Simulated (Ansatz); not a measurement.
# WO₂F₂ (SMILES [O]=[W](=[O])([F])[F]): a rigid scan of the bond length O1–W2

One table from this session's results is given with a row withheld; the runs are named, their logs left out.

Program: Ansatz 0.2.0, Gaussian basis. Level of theory: single points in def2-TZVPP. These are calculated values, not measurements.

Levels: PBE-D4, r2SCAN-D4, PBE0-D4, B3LYP-D4, wB97M-V, Hartree-Fock, MP2, CCSD, CCSD(T). The scan takes 1.523, 1.557, 1.607, 1.665, 1.730, 1.799, 1.873, 1.950, 2.031 Å.

Correlated methods freeze the cores. Core potentials replace the inner electrons past krypton, and spin-orbit coupling is left out. B3LYP uses VWN-RPA correlation.

19 further runs of the same task are left out: 19 set aside as unsound or not needed.

### Where the work starts

The minimum, relaxed at PBE0-D4: SMILES `[O]=[W](=[O])([F])[F]`, 5 atoms, charge 0, spin multiplicity 1.

Atoms are counted from 1 here; the program's logs count them from 0.

Bond lengths: O1–W2 1.693 Å, W2–O3 1.693 Å, W2–F4 1.849 Å, W2–F5 1.849 Å. Angles: O1–W2–O3 106.7°, O1–W2–F4 109.1°, O1–W2–F5 109.1°, O3–W2–F4 109.1°, O3–W2–F5 109.1°, F4–W2–F5 113.4°.

As a file:

```xyz
5
charge 0, multiplicity 1
O    -0.7373   -0.5225    1.4247
W     0.0109   -0.0162   -0.0067
O     1.5186   -0.7832   -0.0664
F    -1.0066   -0.5665   -1.4497
F     0.2643    1.8146    0.0566
```

Energies of the minimum (eV), from earlier single points: PBE-D4 -11356.75116, r2SCAN-D4 -11361.42822, PBE0-D4 -11354.25523, B3LYP-D4 -11364.81483, wB97M-V -11359.09543, CCSD(T) -11342.17090.

At the minimum the bond length O1–W2 is 1.693 Å.

Set-up of the first run:

Contents of ccsdt-tzvpp/in.yaml:

```yaml
crystal:
  periodic: [false, false, false]
  atoms:
    - {symbol: O, position_ang: [-0.737266, -0.522476, 1.424744]}
    - {symbol: W, position_ang: [-0.064118, -0.066956, 0.136760]}
    - {symbol: O, position_ang: [1.443613, -0.833917, 0.077084]}
    - {symbol: F, position_ang: [-1.081543, -0.617199, -1.306256]}
    - {symbol: F, position_ang: [0.189291, 1.763889, 0.200034]}
basis:
  gaussian: {orbitals: def2-TZVPP}
correlation: {method: ccsd_t}
```

The command line of these runs was not kept.

Among the steps run: O1–W2 = 1.523 Å; O1–W2 = 1.557 Å; O1–W2 = 1.607 Å; O1–W2 = 1.665 Å; O1–W2 = 1.730 Å; O1–W2 = 1.799 Å; O1–W2 = 1.873 Å; O1–W2 = 1.950 Å; O1–W2 = 2.031 Å.

One table of the session follows, with a row left open; its other results are not shown here.

Energies less that of the minimum at the same level (kcal/mol):

```
bond length (Å)  PBE-D4  PBE0-D4  B3LYP-D4  wB97M-V  Hartree-Fock
          1.523    31.5     25.8      29.0     25.6          18.3
          1.557    19.9     15.4      17.9     15.2           9.3
          1.607     8.3      5.5       7.0      5.3           1.5
          1.665     1.4      0.4       0.9      0.4          -0.9
1.693 (minimum)     0.0      0.0       0.0      0.0           0.0
          1.730       ?        ?         ?        ?             ?
          1.799     3.4      6.9       5.1      7.3          12.1
          1.873    11.3     17.2      14.3     17.9          26.2
          1.950    22.5     30.7      26.8     31.9          43.5
          2.031    36.1     46.7      41.8     48.5          63.3
```

Q: Estimate the row for bond length (Å) = 1.730 from the others.

As computed: PBE-D4: -0.2; PBE0-D4: 1.0; B3LYP-D4: 0.4; wB97M-V: 1.2; Hartree-Fock: 2.8.

Limits of these values: The T1 diagnostic is large here, over the usual mark for main-group molecules (transition-metal compounds often pass it harmlessly), so CCSD(T) itself may be off.
